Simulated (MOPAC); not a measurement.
# CH3AlO2 (SMILES O=C[O][AlH2]) at 4 levels

Wanted: a comparison of 4 runs (AM1, MNDO, PM6, PM7) of CH3AlO2. 

The results are computed with MOPAC 23.2.5.

6 further runs of the same task are left out: 1 that didn't finish, 5 set aside as unsound or not needed.

**1. Starting point**

CH3AlO2: 7 atoms, total charge 0, spin state singlet. As SMILES, `O=C[O][AlH2]`. Geometry: a GFN2-xTB relaxation, a rough one for these elements and not checked as a minimum. This is one conformer, not always the lowest.

Bond lengths: O1–C2 1.188 Å, C2–O3 1.329 Å, O3–Al4 1.672 Å, C2–H5 1.106 Å, Al4–H6 1.528 Å, Al4–H7 1.529 Å. Angles: O1–C2–O3 124.8°, C2–O3–Al4 173.9°, O1–C2–H5 123.5°, O3–C2–H5 111.7°, O3–Al4–H6 115.0°, O3–Al4–H7 121.2°, H6–Al4–H7 123.8°.

**2. Energy and gradient at AM1 (run 1)**

The input, calc.mop:

```
AM1 DISP GRADIENTS BONDS 1SCF AUX(PRECISION=6) THREADS=1
gradient of CH3AlO2

O 0.787360 1 -2.221420 1 0.293650 1
C 0.973820 1 -1.065190 1 0.490560 1
O 0.166950 1 -0.088050 1 0.089560 1
Al -0.952910 1 1.014060 1 -0.482820 1
H 1.851680 1 -0.672450 1 1.037090 1
H -0.630790 1 2.476880 1 -0.181170 1
H -2.196110 1 0.556170 1 -1.246860 1
```

Run with:

```sh
mopac calc.mop
```

calc.out:

```text
MOPAC v23.2.5
AM1 CALCULATION RESULTS
[...]
           Empirical Formula: C H3 O2 Al  =     7 atoms
      MOLECULAR POINT GROUP   :   Cs
[...]
     SCF FIELD WAS ACHIEVED
[...]
                              SUM =        -79.78473 KCAL/MOL = FINAL HEAT OF FORMATION
          TOTAL ENERGY            =       -859.88574 EV
          ELECTRONIC ENERGY       =      -2068.50697 EV
          CORE-CORE REPULSION     =       1208.62122 EV
          COSMO AREA              =        112.51 SQUARE ANGSTROMS
          COSMO VOLUME            =         97.19 CUBIC ANGSTROMS
          GRADIENT NORM           =        158.49170          =       59.90423 PER ATOM
          IONIZATION POTENTIAL    =         10.387112 EV
          HOMO LUMO ENERGIES (EV) =        -10.387 -0.541
          NO. OF FILLED LEVELS    =         11
          MOLECULAR WEIGHT        =         74.0150         POINT GROUP:  Cs
[...]
                             CARTESIAN COORDINATES
   1    O        0.787360000    -2.221420000     0.293650000
   2    C        0.973820000    -1.065190000     0.490560000
   3    O        0.166950000    -0.088050000     0.089560000
   4   Al       -0.952910000     1.014060000    -0.482820000
   5    H        1.851680000    -0.672450000     1.037090000
   6    H       -0.630790000     2.476880000    -0.181170000
   7    H       -2.196110000     0.556170000    -1.246860000
           Empirical Formula: C H3 O2 Al  =     7 atoms
      MOLECULAR POINT GROUP   :   Cs
[...]
              NET ATOMIC CHARGES AND DIPOLE CONTRIBUTIONS
  ATOM NO.   TYPE          CHARGE      No. of ELECS.   s-Pop       p-Pop
    1          O          -0.325051        6.3251     1.90143     4.42362
    2          C           0.386260        3.6137     1.23231     2.38143
    3          O          -0.587413        6.5874     1.76618     4.82124
    4         Al           0.610366        2.3896     1.02578     1.36386
    5          H           0.121888        0.8781     0.87811
    6          H          -0.102521        1.1025     1.10252
    7          H          -0.103529        1.1035     1.10353
 DIPOLE           X         Y         Z       TOTAL
 POINT-CHG.    -0.201     2.823     0.100     2.832
 HYBRID         0.734    -0.649     0.379     1.051
 SUM            0.533     2.174     0.479     2.289
[...]
 * JOB ENDED NORMALLY *
[...]
```

Wall time 0.04 s (1 thread of Intel Xeon Platinum 8259CL at 2.50GHz (Skylake/Cascade Lake), shared host).

**3. Energy and forces at MNDO (run 2)**

The input, ch3alo2.mop:

```
MNDO 1SCF BONDS DISP GRADIENTS AUX(PRECISION=6) THREADS=1
CH3AlO2

O 0.787360 1 -2.221420 1 0.293650 1
C 0.973820 1 -1.065190 1 0.490560 1
O 0.166950 1 -0.088050 1 0.089560 1
Al -0.952910 1 1.014060 1 -0.482820 1
H 1.851680 1 -0.672450 1 1.037090 1
H -0.630790 1 2.476880 1 -0.181170 1
H -2.196110 1 0.556170 1 -1.246860 1
```

Run with:

```sh
mopac ch3alo2.mop
```

ch3alo2.out:

```text
MOPAC v23.2.5
MNDO CALCULATION RESULTS
[...]
           Empirical Formula: C H3 O2 Al  =     7 atoms
      MOLECULAR POINT GROUP   :   Cs
[...]
     SCF FIELD WAS ACHIEVED
[...]
                              SUM =        -86.76536 KCAL/MOL = FINAL HEAT OF FORMATION
          TOTAL ENERGY            =       -863.00404 EV
          ELECTRONIC ENERGY       =      -2074.94706 EV
          CORE-CORE REPULSION     =       1211.94302 EV
          COSMO AREA              =        112.51 SQUARE ANGSTROMS
          COSMO VOLUME            =         97.19 CUBIC ANGSTROMS
          GRADIENT NORM           =        165.19168          =       62.43659 PER ATOM
          IONIZATION POTENTIAL    =         10.713329 EV
          HOMO LUMO ENERGIES (EV) =        -10.713  0.322
          NO. OF FILLED LEVELS    =         11
          MOLECULAR WEIGHT        =         74.0150         POINT GROUP:  Cs
[...]
                             CARTESIAN COORDINATES
   1    O        0.787360000    -2.221420000     0.293650000
   2    C        0.973820000    -1.065190000     0.490560000
   3    O        0.166950000    -0.088050000     0.089560000
   4   Al       -0.952910000     1.014060000    -0.482820000
   5    H        1.851680000    -0.672450000     1.037090000
   6    H       -0.630790000     2.476880000    -0.181170000
   7    H       -2.196110000     0.556170000    -1.246860000
           Empirical Formula: C H3 O2 Al  =     7 atoms
      MOLECULAR POINT GROUP   :   Cs
[...]
              NET ATOMIC CHARGES AND DIPOLE CONTRIBUTIONS
  ATOM NO.   TYPE          CHARGE      No. of ELECS.   s-Pop       p-Pop
    1          O          -0.355112        6.3551     1.87561     4.47950
    2          C           0.470916        3.5291     1.19491     2.33417
    3          O          -0.612771        6.6128     1.72067     4.89210
    4         Al           0.962364        2.0376     0.91394     1.12370
    5          H           0.039375        0.9606     0.96063
    6          H          -0.256908        1.2569     1.25691
    7          H          -0.247864        1.2479     1.24786
 DIPOLE           X         Y         Z       TOTAL
 POINT-CHG.    -0.293     2.480     0.017     2.498
 HYBRID         0.650    -0.266     0.360     0.789
 SUM            0.357     2.215     0.377     2.275
[...]
 * JOB ENDED NORMALLY *
[...]
```

Run time: 0.04 s. Hardware: 1 thread of Intel Xeon Platinum 8259CL at 2.50GHz (Skylake/Cascade Lake), shared host.

Run 3 isn't shown in full; the table further down has it.

**4. Energy and gradient at PM7 (run 4)**

The input, job.mop:

```
PM7 1SCF DISP GRADIENTS BONDS AUX(PRECISION=9) THREADS=1
CH3AlO2, PM7

O 0.787360 1 -2.221420 1 0.293650 1
C 0.973820 1 -1.065190 1 0.490560 1
O 0.166950 1 -0.088050 1 0.089560 1
Al -0.952910 1 1.014060 1 -0.482820 1
H 1.851680 1 -0.672450 1 1.037090 1
H -0.630790 1 2.476880 1 -0.181170 1
H -2.196110 1 0.556170 1 -1.246860 1
```

Run with:

```sh
mopac job.mop
```

job.out:

```text
MOPAC v23.2.5
PM7 CALCULATION RESULTS
[...]
           Empirical Formula: C H3 O2 Al  =     7 atoms
      MOLECULAR POINT GROUP   :   Cs
[...]
     SCF FIELD WAS ACHIEVED
[...]
                              SUM =        -80.82793 KCAL/MOL = FINAL HEAT OF FORMATION
          TOTAL ENERGY            =       -819.18522 EV
          ELECTRONIC ENERGY       =      -2052.28528 EV
          CORE-CORE REPULSION     =       1233.10007 EV
          COSMO AREA              =        112.51 SQUARE ANGSTROMS
          COSMO VOLUME            =         97.19 CUBIC ANGSTROMS
          GRADIENT NORM           =         81.35425          =       30.74902 PER ATOM
          IONIZATION POTENTIAL    =         11.743876 EV
          HOMO LUMO ENERGIES (EV) =        -11.744 -0.501
          NO. OF FILLED LEVELS    =         11
          MOLECULAR WEIGHT        =         74.0150         POINT GROUP:  Cs
[...]
                             CARTESIAN COORDINATES
   1    O        0.787360000    -2.221420000     0.293650000
   2    C        0.973820000    -1.065190000     0.490560000
   3    O        0.166950000    -0.088050000     0.089560000
   4   Al       -0.952910000     1.014060000    -0.482820000
   5    H        1.851680000    -0.672450000     1.037090000
   6    H       -0.630790000     2.476880000    -0.181170000
   7    H       -2.196110000     0.556170000    -1.246860000
           Empirical Formula: C H3 O2 Al  =     7 atoms
      MOLECULAR POINT GROUP   :   Cs
[...]
              NET ATOMIC CHARGES AND DIPOLE CONTRIBUTIONS
  ATOM NO.   TYPE          CHARGE      No. of ELECS.   s-Pop       p-Pop       d-Pop
    1          O          -0.440008        6.4400     1.87071     4.56930
    2          C           0.616413        3.3836     1.14035     2.24324
    3          O          -0.554034        6.5540     1.63367     4.92036
    4         Al           0.615625        2.3844     0.31475     1.28870     0.78093
    5          H           0.144036        0.8560     0.85596
    6          H          -0.193794        1.1938     1.19379
    7          H          -0.188238        1.1882     1.18824
 DIPOLE           X         Y         Z       TOTAL
 POINT-CHG.     1.811     1.500     1.179     2.631
 HYBRID         0.090    -0.699    -0.004     0.705
 SUM            1.901     0.801     1.175     2.374
[...]
 * JOB ENDED NORMALLY *
[...]
```

Wall time 0.06 s (1 thread of Intel Xeon Platinum 8259CL at 2.50GHz (Skylake/Cascade Lake), shared host).

**5. The series**

| run | level | heat of formation (kcal/mol) | dipole moment (D) | HOMO energy (eV) | LUMO energy (eV) | wall time |
| --- | --- | --- | --- | --- | --- | --- |
| 1 | AM1 | -79.78 | 2.29 | -10.39 | -0.54 | 0.04 s |
| 2 | MNDO | -86.77 | 2.27 | -10.71 | 0.32 | 0.04 s |
| 3 | PM6 | -30.76 | 3.01 | -11.14 | 0.45 | 0.06 s |
| 4 | PM7 | -80.83 | 2.37 | -11.74 | -0.50 | 0.06 s |

**6. What came out**

| quantity | value |
| --- | --- |
| run 4: total energy | -30.10450 Eh |
| run 4: dipole moment | 2.37 D |
| run 4: HOMO energy | -11.74 eV |
| run 4: LUMO energy | -0.50 eV |
| run 4: HOMO–LUMO gap | 11.24 eV |
| run 4: dispersion energy | -0.65 kJ/mol |
| run 4: heat of formation at this unrelaxed shape | -80.8 kcal/mol |
| run 4: largest force on an atom | 2.099 eV/Å |

What this shows: The dipole moment (its size) runs from 2.27 D (MNDO) to 3.01 D (PM6). The HOMO–LUMO gap runs from 9.85 eV (AM1) to 11.58 eV (PM6). Force-field and semi-empirical energies have zeros of their own, so their totals don't compare. All runs together took 0.2 s, the longest 0.06 s.
